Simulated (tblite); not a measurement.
# C3H9BCl2Ge: the cost of one run

Programs: tblite 0.8.0 and PySCF 2.14.0, with density-fitted response routines of our own. Each step states its level of theory. These are calculated values for one molecule in the gas phase, unless marked as measured. Atoms are numbered from 0 throughout.

**1. Starting geometry**

16 atoms, charge 0, multiplicity 1; geometry from: force field or distance geometry start.

Bonds of the start (Å): C0–C1 1.51, C1–C2 1.49, C2–Ge3 1.95, Ge3–B4 2.03, B4–Cl5 1.85, B4–Cl6 1.85, C0–H7 1.11, C0–H8 1.09, C0–H9 1.11, C1–H10 1.12, C1–H11 1.13, C2–H12 1.08, C2–H13 1.11, Ge3–H14 1.57, Ge3–H15 1.52.

**2. Geometry optimisation with GFN2-xTB**

Job settings and geometry (Å):

```
{"job": {"kind": "relax", "xc": "GFN2-xTB", "basis": "xTB"}, "charge": 0, "multiplicity": 1}
C     -2.292700    -0.881500    -0.350600
C     -1.103900    -0.261700     0.338300
C     -0.149600     0.440300    -0.573200
Ge     1.301500     1.154900     0.521700
B      2.931600    -0.002100     0.148100
Cl     4.177200     0.693400    -1.037200
Cl     2.702100    -1.833300     0.313400
H     -2.831700    -1.454400     0.435400
H     -2.958600    -0.159100    -0.822500
H     -1.933600    -1.635300    -1.087800
H     -0.519300    -1.110000     0.783000
H     -1.413400     0.372600     1.217500
H      0.214800    -0.156500    -1.400200
H     -0.667500     1.331300    -0.993600
H      0.945000     0.881100     2.021800
H      1.590500     2.629100     0.276900
```

The run is started by

```sh
> OMP_NUM_THREADS=1 python probes_run.py task.json out
```

One launch serves the whole session: the jobs run in the order shown.

Q: Estimate the wall time and peak memory of this first job on 1 thread of Arm Neoverse N1, shared host.

About 2.3 s, with a peak of 0.18 GiB.
